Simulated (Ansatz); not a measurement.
# SnTe (SMILES [Sn][Te]): MP2/STO-3G

What is the electronic atomisation energy of SnTe at MP2/STO-3G? 

Program for the calculation: Ansatz 0.2.0.

45 further runs of the same task are left out: 16 that didn't finish, 29 set aside as unsound or not needed.

**1. The structure to begin with**

The species is SnTe (2 atoms), meant as a singlet with charge 0. SMILES: `[Sn][Te]`. The coordinates come from a PBE0-D4/def2-TZVP relaxation.

Bond lengths: Sn1–Te2 2.518 Å.

**2. A single-point energy at MP2/STO-3G**

The input, in.yaml:

```yaml
crystal:
  periodic: [false, false, false]
  atoms:
    - {symbol: Sn, position_ang: [0.000000, 0.000000, 0.009440]}
    - {symbol: Te, position_ang: [-0.000000, -0.000000, 2.527330]}
basis:
  gaussian:
    orbitals: STO-3G
correlation:
  method: mp2
  frozen_orbitals: {Sn: 18, Te: 18}
accuracy: high
```

The run is started by

```sh
ansatz run in.yaml --threads 1 --pin off --max-ram 3480MiB --events-out events.jsonl --progress --plain --runs-dir runs
```

Standard output:

```text
Warning: RAYON_NUM_THREADS=1 ignored (pool sized by the plan → 1); use --threads N
Functional definition: HF
  name "HF"
  exchange = exact_x
  correlation = 0
827 factors; integrals over basis functions are off by at most 4.7e-9 eV
mean field evaluation 1: about -340424.1528 eV, gradient 1.7e1 eV
mean field evaluation 2: about -340424.1908 eV, gradient 1.7e1 eV
mean field evaluation 4: about -340426.8489 eV, gradient 7.1e-1 eV
mean field evaluation 8: about -340426.8514 eV, gradient 5.0e-6 eV
mean field -340426.85138620 eV, -12510.4560388351 hartree, gradient 1.7e-8 eV, S^2 0.000000; 0 other end points of the search recorded, 0 dependent functions left out
36 core orbitals not correlated: weight in the atoms' cores, before any rotation towards them, 1.000 or more for the frozen orbitals, at most 0.000 for the correlated occupied ones
reference -340426.85138620 eV, -12510.4560388351 hartree; 15, 15 occupied and 3, 3 virtual orbitals, 827 factors
second order -1.59188657 eV of doubles, -0.00000000 eV of singles
Total energy: -340428.44327276 eV, -12510.5145395874 hartree
```

Wall time 1.2 s (1 thread of AMD EPYC 9R14 (Zen 4), shared host); peak memory 0.16 GiB.

**3. The Sn atom, same level**

The input, job.yaml:

```yaml
crystal:
  periodic: [false, false, false]
  atoms:
    - {symbol: Sn, position_ang: [0.000000, 0.000000, 0.000000]}
basis:
  gaussian: {orbitals: STO-3G}
magnetization: {spin_polarized: true, initial_magnetization: 2}
correlation: {method: mp2, frozen_orbitals: {Sn: 18}}
accuracy: high
```

Run the same way, it converges to -5963.21349 Eh (log not shown).

**4. The Te atom**

The input, run.yaml:

```yaml
crystal:
  periodic: [false, false, false]
  atoms:
    - {symbol: Te, position_ang: [0.000000, 0.000000, 0.000000]}
basis:
  gaussian:
    orbitals: STO-3G
magnetization:
  spin_polarized: true
  initial_magnetization: 2
correlation:
  method: mp2
  frozen_orbitals: {Te: 18}
accuracy: high
```

The run is started by

```sh
ansatz run run.yaml --threads 1 --pin off --max-ram 3480MiB --events-out events.jsonl --progress --plain --runs-dir runs
```

Standard output:

```text
Warning: RAYON_NUM_THREADS=1 ignored (pool sized by the plan → 1); use --threads N
[... 4 set-up lines as earlier in the session ...]
251 factors; integrals over basis functions are off by at most 4.0e-9 eV
mean field evaluation 1: about -178156.2624 eV, gradient 4.0e-1 eV
mean field evaluation 2: about -178156.2749 eV, gradient 4.0e-1 eV
mean field evaluation 4: about -178156.2752 eV, gradient 1.6e-6 eV
mean field evaluation 8: about -178156.2747 eV, gradient 4.8e-1 eV
mean field evaluation 16: about -178156.2752 eV, gradient 1.9e-4 eV
mean field -178156.27521310 eV, -6547.1223554208 hartree, gradient 1.9e-9 eV, S^2 2.000000; 3 other end points of the search recorded, 0 dependent functions left out
18 core orbitals not correlated: weight in the atoms' cores, before any rotation towards them, 1.000 or more for the frozen orbitals, at most 0.000 for the correlated occupied ones
reference -178156.27521310 eV, -6547.1223554208 hartree; 9, 7 occupied and 0, 2 virtual orbitals, 251 factors
second order -0.00014635 eV of doubles, 0.00000000 eV of singles
Total energy: -178156.27535945 eV, -6547.1223607990 hartree
```

Run time: 0.44 s. Hardware: 1 thread of AMD EPYC 9R14 (Zen 4), shared host.

**5. Outcome**

At MP2/STO-3G, 36 core orbitals frozen:

| quantity | value |
| --- | --- |
| molecule: total energy | -12510.51454 Eh |
| molecule: correlation energy (36 core orbitals frozen) | -58.5 mEh |
| Sn atom: total energy | -5963.21349 Eh |
| Sn atom: correlation energy (18 core orbitals frozen) | -7.4 mEh |
| Sn atom: ⟨S²⟩ of the reference determinant | 2.000 |
| Te atom: total energy | -6547.12236 Eh |
| Te atom: correlation energy (18 core orbitals frozen) | 0.0 mEh |
| Te atom: ⟨S²⟩ of the reference determinant | 2.000 |
| electronic atomisation energy | 4.862 eV |

**Reading.** Taking the molecule apart into free atoms costs 4.86 eV (112 kcal/mol), before zero-point energy and without spin-orbit coupling. In a minimal basis such a difference can be off by several eV, whatever the method. Relativity is left out (molecule) although the molecule holds a heavy atom. Relativity is left out (Sn atom) although the molecule holds a heavy atom. Relativity is left out (Te atom) although the molecule holds a heavy atom.
